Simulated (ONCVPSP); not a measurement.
# Silicon: generating and testing an ONCV potential

Task: generate the file, and judge it by its errors in other configurations, its logarithmic derivatives, its ghosts and its cutoff.

Program: ONCVPSP 4.0.1. Reference atom: LDA (Perdew-Wang 92), scalar-relativistic, spherical and spin-unpolarised. All values are calculated.

## 1. Starting point

Typed settings, in words:

* element: silicon (Si, Z = 14)
* type: optimised norm-conserving Vanderbilt (ONCV)
* frozen core: [Ne]
* valence charge: 4
* reference configuration: 3s2 3p1.5 (charge +0.5)
* partial waves: 3s: rc 1.60 bohr, ncon 4, nbas 7, qcut 4.7 1/bohr, 2 projectors, debl 1.5 Ha; 3p: rc 1.60 bohr, ncon 4, nbas 8, qcut 4.3 1/bohr, 3 projectors, debl 2 Ha; d scattering state at 0.39 Ha: rc 1.60 bohr, ncon 4, nbas 8, qcut 6.5 1/bohr, 2 projectors, debl 3.8 Ha
* local potential: polynomial inside 1.35 bohr (lpopt 5, dvloc0 0 Ha)
* core correction: Teter function fitted to the true core (icmod 2), fcfact 0.55

## 2. Generating the potential

File Si.dat:

```
# ATOM AND REFERENCE CONFIGURATION
# atsym  z   nc   nv     iexc    psfile
  Si 14.00    3    2  -001012      upf
#
#   n    l    f
    1    0    2.00
    2    0    2.00
    2    1    6.00
    3    0    2.00
    3    1    1.50
#
# PSEUDOPOTENTIAL AND OPTIMIZATION
# lmax
    2
#
#   l,   rc,      ep,       ncon, nbas, qcut
    0    1.60    0.00    4    7    4.70
    1    1.60    0.00    4    8    4.30
    2    1.60    0.39    4    8    6.50
#
# LOCAL POTENTIAL
# lloc, lpopt,  rc(5),   dvloc0
    4    5    1.35    0.00
#
# VANDERBILT-KLEINMAN-BYLANDER PROJECTORs
# l, nproj, debl
    0    2    1.50
    1    3    2.00
    2    2    3.80
#
# MODEL CORE CHARGE
# icmod, fcfact, rcfact
    2    0.55    0.65
#
# LOG DERIVATIVE ANALYSIS
# epsh1, epsh2, depsh
   -2.00    5.00    0.02
#
# OUTPUT GRID
# rlmax, drl
    6.00    0.01
#
# TEST CONFIGURATIONS
# ncnf
    4
# nvcnf
#   n    l    f
    2
    3    0    2.00
    3    1    2.00
#
    2
    3    0    2.00
    3    1    1.00
#
    2
    3    0    2.00
    3    1    0.00
#
    2
    3    0    1.00
    3    1    3.00
#
```

On the command line:

```bash
$ oncvpsp.x < Si.dat > Si.out
```

**Question.** What will these runs give? Wanted: cutoffs for 1 and 0.1 mHa per electron, occupied waves; bound ghosts; GHOST(+) flags; largest test error; largest phase difference near zero energy, channels read; rms error of d²Exc/dn², without and with the model core.

**Answer**, as computed:

| quantity | value |
| --- | --- |
| cutoffs for 1 and 0.1 mHa per electron, occupied waves | 8.3 Ha and 11 Ha |
| bound ghosts | p at -57.71 eV |
| GHOST(+) flags | p at 2175 eV |
| largest test error (AE − PS) | +11 meV, for 3s2 3p0 |
| largest phase difference near zero energy, channels read | 0.000 rad |
| rms error of d²Exc/dn², without and with the model core | 4.15 and 0.79 mHa |

What this shows: It has a bound ghost (p), a state that the atom doesn't have, and that rules the file out. By total energies transferability is good: the largest error is 11 meV on 21.0 eV, for 3s2 3p0. Atomic tests can pass in spite of a ghost, since they solve only for the levels asked. The potential is soft on the atom at that tolerance: the looser tolerance needs 8.3 Ha. At the looser tolerance the 3s wave is the slowest; 3p needs 3 Ha. That counts occupied waves only; other projectors can need more. Near zero energy the phases of the channels with partial waves agree within 0.001 rad. The program also flags highly localised states, GHOST(+) (p). These are tests on the free atom; a crystal test is still owed.
